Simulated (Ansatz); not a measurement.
Geometry optimisation, DFT PBE, scalar-relativistic, plane waves, PAW in Ansatz 0.2.0.

The input (input.yaml):

```yaml
accuracy: low
crystal:
  lattice:
    - [5.6872, 0.0, 0.0]
    - [-2.8436, 4.92526, 0.0]
    - [0.0, 0.0, 16.189425]
  atoms:
    - { symbol: W, position: [0.0, 0.0, 0.0617687] }
    - { symbol: C, position: [0.3333333, 0.1666667, 0.1480272] }
    - { symbol: W, position: [0.0, 0.0, 0.2342857] }
    - { symbol: C, position: [0.3333333, 0.1666667, 0.3205441] }
    - { symbol: W, position: [0.0, 0.5, 0.0617687] }
    - { symbol: C, position: [0.3333333, 0.6666667, 0.1480272] }
    - { symbol: W, position: [0.0, 0.5, 0.2342857] }
    - { symbol: C, position: [0.3333333, 0.6666667, 0.3205441] }
    - { symbol: W, position: [0.5, 0.0, 0.0617687] }
    - { symbol: C, position: [0.8333333, 0.1666667, 0.1480272] }
    - { symbol: W, position: [0.5, 0.0, 0.2342857] }
    - { symbol: C, position: [0.8333333, 0.1666667, 0.3205441] }
    - { symbol: W, position: [0.5, 0.5, 0.0617687] }
    - { symbol: C, position: [0.8333333, 0.6666667, 0.1480272] }
    - { symbol: W, position: [0.5, 0.5, 0.2342857] }
    - { symbol: C, position: [0.8333333, 0.6666667, 0.3205441] }
basis:
  ecutwfc: 420.0
kpoints:
  mp_grid: { grid: [3, 3, 1] }
hamiltonian:
  xc: pbe
  pseudopotentials: { kind: paw, azcp: { folder: soft_1 } }
scf:
  occupations: { method: fermi_dirac, width: 0.1 }
  lower_state_search: "off"
relax:
  f_tol: 0.08
  max_steps: 25
  adjacent_minimum: "off"
  constraints: [{ sites: [0, 4, 8, 12] }]
output:
  write_density: true
  write_potential: true
  elf: true
  volumetric_format: npy
```

Command:

```bash
$ ansatz run input.yaml --threads 2 --pin off --max-ram 5120MiB --backend cpu --events-out ev --progress --plain --runs-dir out
```

Q: Where does it end, and by what steps?

A: The run converged. The threshold is loose, so the end isn't yet a minimum. Limits of this set-up: thin slab, slab without dipole correction, low accuracy level. After 3 steps the energy has fallen by 2.942 eV; C4 moved furthest, 0.14 Å.

```json
{"step": "0", "energy less start (eV)": "0.0000", "largest force component (eV/Å)": "6.067", "accepted": "yes"}
{"step": "1", "energy less start (eV)": "-2.8311", "largest force component (eV/Å)": "0.984", "accepted": "yes"}
{"step": "2", "energy less start (eV)": "-2.9313", "largest force component (eV/Å)": "0.152", "accepted": "yes"}
{"step": "3", "energy less start (eV)": "-2.9418", "largest force component (eV/Å)": "0.075", "accepted": "yes"}
```

```xyz
16
Lattice="5.6872 0.0000 0.0000 -2.8436 4.9253 0.0000 0.0000 0.0000 16.1894" Properties=species:S:1:pos:R:3
W 0.000 0.000 1.000
C 1.422 0.821 2.338
W 0.000 0.000 3.900
C 1.422 0.821 5.048
W -1.422 2.463 1.000
C 0.000 3.284 2.338
W -1.422 2.463 3.900
C 0.000 3.284 5.048
W 2.844 0.000 1.000
C 4.265 0.821 2.338
W 2.844 0.000 3.900
C 4.265 0.821 5.048
W 1.422 2.463 1.000
C 2.844 3.284 2.338
W 1.422 2.463 3.900
C 2.844 3.284 5.048
```

The run took 26 s on 2 threads of Arm Neoverse V2 (shared host), peak memory 0.78 GiB.
